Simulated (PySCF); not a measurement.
# CHAgF3+: fields and orbitals

Aim: take CHAgF3+ and find what binds its two fragments and compute its lowest excited states.

Computed with PySCF 2.14.0. Level: levels as typed in each script, gas phase, geometry from GFN2-xTB.

**1. Where the work starts**

SMILES `[Ag+].FC(F)F`, 6 atoms, charge 1, spin multiplicity 1.

Bond lengths: F2–C3 1.337 Å, C3–F4 1.337 Å, C3–F5 1.338 Å, C3–H6 1.101 Å. Angles: F2–C3–F4 105.0°, F2–C3–F5 105.0°, F2–C3–H6 113.7°, F4–C3–F5 104.9°, F4–C3–H6 113.7°, F5–C3–H6 113.7°.

As a file:

```xyz
6
CHAgF3
Ag   -1.02719    0.00004    0.00000
F     1.27708    0.93475   -0.79129
C     1.81410    0.00019    0.00000
F     1.27700    0.21768    1.20528
F     1.27682   -1.15287   -0.41400
H     2.91514    0.00085    0.00000
```

**2. Binding of the two fragments (CAM-B3LYP/def2-tzvp)**

File input.py:

```python
import numpy as np
from pyscf import gto, scf, dft
from pyscf.scf import atom_ks, atom_hf
from scipy.linalg import block_diag
from pyscf.dispersion import dftd3

def solve(mol, dm0=None, hcore=None):
    mf = (dft.UKS if mol.spin else dft.RKS)(mol, xc='camb3lyp')
    mf.grids.level = 3
    mf = mf.density_fit(auxbasis='def2-universal-jkfit')
    mf.conv_tol, mf.max_cycle = 1e-8, 80
    if hcore is not None:
        mf.get_hcore = lambda *args: hcore
    mf.kernel(dm0)
    if not mf.converged:
        mf = mf.newton().run(mf.mo_coeff, mf.mo_occ, max_cycle=30)
    assert mf.converged, 'SCF not converged'
    return mf

mol = gto.M(atom='''
Ag    -1.02719     0.00004     0.00000
F      1.27708     0.93475    -0.79129
C      1.81410     0.00019     0.00000
F      1.27700     0.21768     1.20528
F      1.27682    -1.15287    -0.41400
H      2.91514     0.00085     0.00000
''', basis='def2-tzvp', ecp={'Ag': 'def2-tzvp'}, charge=1, spin=0, verbose=4)
mol_a = gto.M(atom='''
Ag    -1.02719     0.00004     0.00000
ghost-F      1.27708     0.93475    -0.79129
ghost-C      1.81410     0.00019     0.00000
ghost-F      1.27700     0.21768     1.20528
ghost-F      1.27682    -1.15287    -0.41400
ghost-H      2.91514     0.00085     0.00000
''', basis='def2-tzvp', ecp={'Ag': 'def2-tzvp'}, charge=1, spin=0, verbose=4)
mol_b = gto.M(atom='''
ghost-Ag    -1.02719     0.00004     0.00000
F      1.27708     0.93475    -0.79129
C      1.81410     0.00019     0.00000
F      1.27700     0.21768     1.20528
F      1.27682    -1.15287    -0.41400
H      2.91514     0.00085     0.00000
''', basis='def2-tzvp', charge=0, spin=0, verbose=4)
ab, a, b = solve(mol), solve(mol_a), solve(mol_b)
e_int = ab.e_tot - a.e_tot - b.e_tot
print('counterpoise-corrected interaction energy / kcal/mol', e_int * 627.5095)
def disp(atoms, charge):
    m = gto.M(atom=atoms, charge=charge, basis='sto-3g', spin=None, unit='Bohr', verbose=0)
    return dftd3.DFTD3Dispersion(m, xc='camb3lyp', version='d3bj').get_dispersion()['energy']
e_disp = disp(mol._atom, mol.charge) - disp(mol._atom[:1], mol_a.charge) - disp(mol._atom[1:], mol_b.charge)
print('D3(BJ) part / kcal/mol', e_disp * 627.5095)
# spherically averaged free atoms, for the promolecule
atom_ks.AtomSphAverageRKS.init_guess_by_vsap = lambda self, mol=None: self.init_guess_by_minao(mol)  # core potentials
atm = atom_ks.get_atm_nrks(mol, xc='camb3lyp')
pro = block_diag(*[(atm[a[0]][2] * atm[a[0]][3]) @ atm[a[0]][2].T for a in mol._atom])
np.savez('result.npz', e_int=e_int, e_disp=e_disp, dm_a=a.make_rdm1(), dm_b=b.make_rdm1(), c=ab.mo_coeff, occ=ab.mo_occ, eps=ab.mo_energy, pro=pro, d=[f.dip_moment(verbose=0) for f in (ab, a, b)])
```

Started as:

```console
$ OMP_NUM_THREADS=1 python input.py
```

**4. Excited states (B3LYP/def2-svp)**

File input.py:

```python
import numpy as np
from pyscf import gto, scf, dft, tdscf
from pyscf.scf import atom_ks, atom_hf
from scipy.linalg import block_diag

def solve(mol, dm0=None, hcore=None):
    mf = (dft.UKS if mol.spin else dft.RKS)(mol, xc='b3lyp')
    mf.grids.level = 3
    mf = mf.density_fit(auxbasis='def2-universal-jkfit')
    mf.conv_tol, mf.max_cycle = 1e-8, 80
    if hcore is not None:
        mf.get_hcore = lambda *args: hcore
    mf.kernel(dm0)
    if not mf.converged:
        mf = mf.newton().run(mf.mo_coeff, mf.mo_occ, max_cycle=30)
    assert mf.converged, 'SCF not converged'
    return mf

mol = gto.M(atom='''
Ag    -1.02719     0.00004     0.00000
F      1.27708     0.93475    -0.79129
C      1.81410     0.00019     0.00000
F      1.27700     0.21768     1.20528
F      1.27682    -1.15287    -0.41400
H      2.91514     0.00085     0.00000
''', basis='def2-svp', ecp={'Ag': 'def2-svp'}, charge=1, spin=0, verbose=4)
mf = solve(mol)
td = mf.TDA()
td.nstates, td.singlet, td.conv_tol = 5, True, 1e-5
td.kernel()
td.analyze()
x, y = np.array([p[0] for p in td.xy]), np.array([p[1] + 0 * p[0] for p in td.xy])
f, mu = td.oscillator_strength(), td.transition_dipole()
nto = [td.get_nto(state=i + 1, verbose=4) for i in range(len(td.e))]
# spherically averaged free atoms, for the promolecule
atom_ks.AtomSphAverageRKS.init_guess_by_vsap = lambda self, mol=None: self.init_guess_by_minao(mol)  # core potentials
atm = atom_ks.get_atm_nrks(mol, xc='b3lyp')
pro = block_diag(*[(atm[a[0]][2] * atm[a[0]][3]) @ atm[a[0]][2].T for a in mol._atom])
np.savez('result.npz', e=td.e, f=f, ok=td.converged, w=[n[0] for n in nto], nto=[n[1] for n in nto], x=x, y=y, c=mf.mo_coeff, occ=mf.mo_occ, eps=mf.mo_energy, pro=pro, mu=mu)
```

(Steps that only read results are left out.)

Q: Predict the outcome of this session. Wanted: interaction energy, counterpoise; lowest singlet excitation.

As calculated:

| quantity | value |
| --- | --- |
| interaction energy, counterpoise (CAM-B3LYP/def2-tzvp) | -15.1 kcal/mol |
| lowest singlet excitation (B3LYP/def2-svp) | 5.02 eV |

In words: The counterpoise-corrected interaction energy of the frozen fragments is −15.1 kcal/mol without dispersion correction and −16.3 kcal/mol with D3(BJ). D3 takes neutral-atom coefficients, also for the metal cation here, and tends to overbind such cations. The pair geometry is semi-empirical, not a minimum at this level. The geometry was not optimised at these levels.
